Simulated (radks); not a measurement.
# Ru³⁺ in [Ar] 3d10 4s1.75 4p6 4d5 4f0.25: an all-electron calculation

The task here is to estimate one member of a computed series from the others.

Program: radks (a radial shooting solver on a logarithmic mesh, Libxc functionals) version 1. Level of theory: Dirac Kohn-Sham, OLYP, spin-unpolarised, spherical densities, finite nucleus; open shells are shared between the two j in proportion to 2j + 1. These are calculated values, not measurements, unless marked.

**What is computed**

* element: ruthenium (Z = 44)
* charge: +3
* electrons: 41
* configuration: [Ar] 3d10 4s1.75 4p6 4d5 4f0.25
* nuclear rms radius: 4.4809 fm

The first run:

The run's settings:

```text
Z 44
configuration [Ar] 3d10 4s1.75 4p6 4d5 4f0.25
relativity Dirac
functional optx,lyp
spin unpolarised
j_filling average
nucleus finite rms 4.4809 fm
c 137.035999084
```

Steps of the session up to this table: Self-consistent calculation.

One table of the session follows, with a row left open; its other results are not shown here.

It belongs to the step «Shells». Radial moments (bohr):

| level | <r> | outermost maximum (interpolated) | 90 % within | nodes |
| --- | --- | --- | --- | --- |
| 1s1/2 | 0.03344 | 0.0217 | 0.0599 | 0 |
| 2s1/2 | ? | ? | ? | ? |
| 2p1/2 | 0.1236 | 0.0955 | 0.202 | 0 |
| 2p3/2 | 0.1284 | 0.0995 | 0.209 | 0 |
| 3s1/2 | 0.4021 | 0.362 | 0.593 | 2 |
| 3p1/2 | 0.3952 | 0.348 | 0.597 | 1 |
| 3p3/2 | 0.4058 | 0.358 | 0.612 | 1 |
| 3d3/2 | 0.3812 | 0.299 | 0.607 | 0 |
| 3d5/2 | 0.3846 | 0.302 | 0.612 | 0 |
| 4s1/2 | 1.007 | 0.911 | 1.46 | 3 |
| 4p1/2 | 1.083 | 0.960 | 1.59 | 2 |
| 4p3/2 | 1.110 | 0.984 | 1.63 | 2 |
| 4d3/2 | 1.402 | 1.15 | 2.16 | 1 |
| 4d5/2 | 1.413 | 1.16 | 2.18 | 1 |
| 4f5/2 | 4.075 | 3.56 | 6.25 | 0 |
| 4f7/2 | 4.076 | 3.56 | 6.25 | 0 |

**Question.** Estimate the row for 2s1/2.

The run gave: <r>: 0.1453; outermost maximum (interpolated): 0.123; 90 % within: 0.225; nodes: 1. In the column «<r>» it lies between 2p3/2 (0.1284) and 3d3/2 (0.3812).
